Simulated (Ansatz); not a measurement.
# MgH₃Pt−: energies up the ladder

Wanted for MgH₃Pt−: energies up the ladder. Charge -1.

Method: the levels named in each step, in Ansatz 0.2.0.

**1. Starting point**

Bond lengths: Mg1–Pt2 2.461 Å, Pt2–H3 1.523 Å, Pt2–H4 1.565 Å, Pt2–H5 1.580 Å. Angles: Mg1–Pt2–H3 168.1°, Mg1–Pt2–H4 80.7°, Mg1–Pt2–H5 82.9°, H3–Pt2–H4 87.4°, H3–Pt2–H5 109.0°, H4–Pt2–H5 163.6°.

As a file:

```xyz
5

Mg    2.1207   -0.0724   -0.5692
Pt   -0.2550    0.0102    0.0684
H    -1.7026   -0.2540    0.4627
H    -0.0536   -1.5418    0.0401
H    -0.0228    1.5701   -0.0200
```

**2. A rough first relaxation, PBE-D4/def2-SVPD**

Contents of input.yaml:

```yaml
crystal:
  periodic: [false, false, false]
  atoms:
    - { symbol: Mg, position_ang: [2.12071, -0.07236, -0.56923] }
    - { symbol: Pt, position_ang: [-0.25502, 0.01018, 0.06843] }
    - { symbol: H, position_ang: [-1.70255, -0.25405, 0.46267] }
    - { symbol: H, position_ang: [-0.05362, -1.54184, 0.04008] }
    - { symbol: H, position_ang: [-0.02281, 1.5701, -0.02001] }
total_charge: -1
basis:
  gaussian: { orbitals: def2-SVPD }
hamiltonian:
  xc: pbe
  dispersion: d4
relax:
  f_tol: 0.03
  max_steps: 200
```

Launch:

```
$ ansatz run input.yaml --threads 4 --pin off --max-ram 10240MiB --backend cpu --events-out ev --progress --plain --runs-dir out
```

The runs that follow: Relaxation, PBE0-D4/def2-TZVPPD; Frequencies, PBE0-D4/def2-TZVPPD; Single point, PBE-D4/def2-TZVPPD; Single point, r2SCAN-D4/def2-TZVPPD; Single point, B3LYP-D4/def2-TZVPPD; Single point, wB97M-V/def2-TZVPPD; Single point, B2PLYP/def2-TZVPPD; Single point, LDA/def2-TZVPPD; Single point, PBE0-D4/def2-SVPD; Single point, PBE-D4/def2-SVPD.

Q: Predict the outcome of this session. Wanted: Mg1–Pt2 at PBE0-D4/def2-TZVPPD; frequencies at PBE0-D4/def2-TZVPPD; energy at PBE-D4/def2-SVPD.

**Answer**, as computed:

| quantity | value |
| --- | --- |
| Mg1–Pt2 at PBE0-D4/def2-TZVPPD | 2.548 Å |
| frequencies at PBE0-D4/def2-TZVPPD | 183 to 2322 cm⁻¹ |
| energy at PBE-D4/def2-SVPD | -8738.389 eV |

In words: No mode is imaginary, so the geometry is a minimum. These totals serve in differences with atoms or fragments at the same level; alone they don't rank the methods. Heavy atoms carry effective core potentials in def2 sets, and spin-orbit coupling is left out.
